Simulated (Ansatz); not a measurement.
**CH6GeTeZn: a ladder of functionals and wavefunction methods**

An exercise on one series of results from a longer session: the logs are not shown, and one member is left open.

Method: functionals in def2-TZVPP, the program's frozen cores in correlated methods; program: Ansatz 0.2.0, Gaussian basis.

Levels to be run: LDA (SPW92), PBE-D4, revPBE-D4, BLYP-D4, r2SCAN-D4, B97M-V, PBE0-D4, B3LYP-D4, r2SCANh-D4, r2SCAN0-D4, HSE06-D4, BHLYP-D4, CAM-B3LYP-D4, LC-ωPBE, ωB97X-V, ωB97M-V, B2PLYP, PBE-QIDH; CCSD(T)/def2-SVP; MP2/def2-TZVPP; MP2/def2-QZVPP; RPA on PBE.

## The geometry

An earlier PBE0-D4 in a triple-zeta def2 set relaxation fixed the geometry. Te takes the def2 core potential; no spin-orbit term is included.

SMILES `[CH3][Zn][Te][GeH3]`, 10 atoms, charge 0, spin multiplicity 1.

Atoms are counted from 1 here; the program's logs count them from 0.

Bond lengths: C1–Zn2 1.943 Å, C1–H5 1.092 Å, C1–H6 1.092 Å, C1–H7 1.092 Å, Zn2–Te3 2.487 Å, Te3–Ge4 2.559 Å, Ge4–H8 1.535 Å, Ge4–H9 1.538 Å, Ge4–H10 1.538 Å. Angles: Zn2–C1–H5 110.4°, Zn2–C1–H6 110.6°, Zn2–C1–H7 110.3°, H5–C1–H6 108.5°, H5–C1–H7 108.4°, H6–C1–H7 108.5°, C1–Zn2–Te3 179.9°, Zn2–Te3–Ge4 91.2°, Te3–Ge4–H8 106.5°, Te3–Ge4–H9 111.2°, Te3–Ge4–H10 111.2°, H8–Ge4–H9 109.5°, H8–Ge4–H10 109.5°, H9–Ge4–H10 108.9°.

Set-up of the first run:

Input file in.yaml:

```yaml
crystal:
  periodic: [false, false, false]
  atoms:
    - {symbol: C, position_ang: [-1.380277, 2.179567, 0.386765]}
    - {symbol: Zn, position_ang: [0.209947, 1.078484, 0.573682]}
    - {symbol: Te, position_ang: [2.242841, -0.332673, 0.817222]}
    - {symbol: Ge, position_ang: [1.152496, -2.229601, -0.509823]}
    - {symbol: H, position_ang: [-1.447963, 2.894399, 1.209595]}
    - {symbol: H, position_ang: [-1.355194, 2.733755, -0.553584]}
    - {symbol: H, position_ang: [-2.276552, 1.555572, 0.398263]}
    - {symbol: H, position_ang: [2.157707, -3.390289, -0.519924]}
    - {symbol: H, position_ang: [-0.156373, -2.691257, 0.153178]}
    - {symbol: H, position_ang: [0.853368, -1.797956, -1.955374]}
basis:
  gaussian: {orbitals: def2-TZVPP}
hamiltonian: {xc: lda}
output: {orbitals: {seedname: orbitals}}
```

Among the steps run: LDA; PBE-D4 (GGA); revPBE-D4 (GGA); BLYP-D4 (GGA); r2SCAN-D4 (meta-GGA); B97M-V (meta-GGA); PBE0-D4 (hybrid); B3LYP-D4 (hybrid); r2SCANh-D4 (hybrid); r2SCAN0-D4 (hybrid); HSE06-D4 (hybrid); BHLYP-D4 (hybrid); CAM-B3LYP-D4 (range-separated); LC-ωPBE (range-separated); ωB97X-V (range-separated); ωB97M-V (range-separated); B2PLYP (double hybrid); PBE-QIDH (double hybrid).

One table of the session follows, with a row left open; its other results are not shown here.

It belongs to the step «Orbital energies across the functionals». 

| functional | HOMO (eV) | gap (eV) |
| --- | --- | --- |
| LDA (SPW92) | -5.45 | 3.45 |
| PBE-D4 | -5.32 | 3.55 |
| revPBE-D4 | -5.26 | 3.59 |
| BLYP-D4 | ? | ? |
| r2SCAN-D4 | -5.56 | 4.02 |
| B97M-V | -5.56 | 3.88 |
| PBE0-D4 | -6.30 | 5.28 |
| B3LYP-D4 | -6.08 | 4.82 |
| r2SCANh-D4 | -5.92 | 4.64 |
| r2SCAN0-D4 | -6.46 | 5.57 |
| HSE06-D4 | -5.92 | 4.54 |
| BHLYP-D4 | -7.12 | 6.83 |
| CAM-B3LYP-D4 | -7.46 | 7.30 |
| LC-ωPBE | -8.73 | 9.63 |
| ωB97X-V | -8.43 | 9.21 |
| ωB97M-V | -8.33 | 8.85 |

Estimate the missing values for BLYP-D4.

Worked estimate for «HOMO (eV)». Against the share of exact exchange, B3LYP-D4 (0.2, -6.08), BHLYP-D4 (0.5, -7.12) give a slope of -3.47 per unit share; at 0 the line stands at -5.39.

As computed: HOMO (eV): -5.14; gap (eV): 3.44. In «HOMO (eV)» the line misses by -0.25.
